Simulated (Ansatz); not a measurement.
Relaxation of a periodic cell of 33 atoms, Al (host Al, host structure fcc, interstitial Al), to a largest force component of 0.03 eV/Å in at most 60 steps.

These are results of Ansatz, DFT PBE, scalar-relativistic, plane waves, PAW, not measurements. Settings: PAW set soft_1, cutoff 420 eV, k mesh 2x2x2, gaussian smearing 0.05 eV, no spin polarisation.

```xyz
33
Lattice="8.1000 0.0000 0.0000 0.0000 8.1000 0.0000 0.0000 0.0000 8.1000" Properties=species:S:1:pos:R:3:forces:R:3
Al 4.050 0.000 0.000 0.09 0.09 0.09
Al 6.075 2.025 0.000 0.00 0.01 -0.08
Al 6.075 0.000 2.025 0.00 -0.08 0.01
Al 0.000 0.000 0.000 -0.09 0.09 0.09
Al 2.025 2.025 0.000 0.00 0.00 0.04
Al 4.050 4.050 0.000 0.09 -0.09 0.08
Al 6.075 6.075 0.000 0.00 0.01 0.04
Al 2.025 0.000 2.025 0.00 0.04 0.00
Al 4.050 2.025 2.025 -0.07 0.01 0.01
Al 6.075 4.050 2.025 0.00 0.06 0.01
Al 4.050 0.000 4.050 0.09 0.08 -0.09
Al 6.075 2.025 4.050 0.00 0.01 0.06
Al 6.075 0.000 6.075 0.00 0.04 0.01
Al 0.000 4.050 0.000 -0.09 -0.09 0.08
Al 2.025 6.075 0.000 0.01 -0.28 8.85
Al 0.000 2.025 2.025 0.07 0.01 0.01
Al 2.025 4.050 2.025 0.00 -0.04 0.00
Al 4.050 6.075 2.025 0.04 0.01 0.00
Al 0.000 0.000 4.050 -0.09 0.08 -0.09
Al 2.025 2.025 4.050 0.00 0.00 -0.04
Al 4.050 4.050 4.050 0.08 -0.09 -0.08
Al 6.075 6.075 4.050 0.00 0.01 -0.04
Al 2.025 0.000 6.075 0.01 8.86 -0.28
Al 4.050 2.025 6.075 0.04 0.00 0.01
Al 6.075 4.050 6.075 0.00 -0.04 0.01
Al 0.000 6.075 2.025 -0.04 0.01 0.00
Al 0.000 4.050 4.050 -0.08 -0.09 -0.09
Al 2.025 6.075 4.050 0.01 -0.17 -5.71
Al 0.000 2.025 6.075 -0.04 0.00 0.01
Al 2.025 4.050 6.075 0.01 -5.70 -0.17
Al 4.050 6.075 6.075 7.03 -0.21 -0.21
Al 0.000 6.075 6.075 -7.19 -0.22 -0.22
Al 2.022 6.138 6.138 0.11 -2.32 -2.30
```

Task: Where does it end, and by what steps?

Result: The run converged. Limits of this set-up: coarse k mesh, a small cell, in which the defect meets its images. After 6 steps the energy has fallen by 8.149 eV; Al32 moved furthest, 0.48 Å. The start is strongly strained (largest force component 9 eV/Å).

```json
{"step": "0", "energy less start (eV)": "0.0000", "largest force component (eV/Å)": "8.861", "accepted": "yes"}
{"step": "1", "energy less start (eV)": "-5.5525", "largest force component (eV/Å)": "3.575", "accepted": "yes"}
{"step": "2", "energy less start (eV)": "-7.8063", "largest force component (eV/Å)": "1.176", "accepted": "yes"}
{"step": "3", "energy less start (eV)": "-8.1176", "largest force component (eV/Å)": "0.112", "accepted": "yes"}
{"step": "4", "energy less start (eV)": "-8.1417", "largest force component (eV/Å)": "0.048", "accepted": "yes"}
{"step": "5", "energy less start (eV)": "-8.1252", "largest force component (eV/Å)": "0.124", "accepted": "no"}
{"step": "6", "energy less start (eV)": "-8.1486", "largest force component (eV/Å)": "0.017", "accepted": "yes"}
```

```xyz
33
Lattice="8.1000 0.0000 0.0000 0.0000 8.1000 0.0000 0.0000 0.0000 8.1000" Properties=species:S:1:pos:R:3
Al 4.027 -0.021 -0.021
Al 6.075 2.027 0.022
Al 6.075 0.022 2.028
Al 0.023 -0.021 -0.021
Al 2.025 2.026 0.124
Al 4.026 4.076 -0.022
Al 6.074 6.077 0.124
Al 2.025 0.124 2.026
Al 4.070 2.027 2.027
Al 6.075 4.032 2.027
Al 4.026 -0.022 4.076
Al 6.075 2.027 4.032
Al 6.074 0.124 6.077
Al 0.024 4.076 -0.023
Al 2.026 6.078 0.477
Al -0.020 2.027 2.028
Al 2.025 3.931 2.026
Al 4.172 6.077 2.026
Al 0.024 -0.023 4.076
Al 2.025 2.026 3.931
Al 4.025 4.077 4.077
Al 6.074 6.077 3.931
Al 2.026 0.477 6.078
Al 4.172 2.026 6.077
Al 6.074 3.931 6.077
Al -0.122 6.077 2.026
Al 0.025 4.077 4.077
Al 2.026 6.078 3.572
Al -0.122 2.026 6.077
Al 2.026 3.572 6.078
Al 4.526 6.078 6.078
Al -0.479 6.078 6.078
Al 2.023 6.073 6.073
```

Time of the run: 54 s on 2 threads of Arm Neoverse V1, with other jobs on the host, peak memory 0.98 GiB.
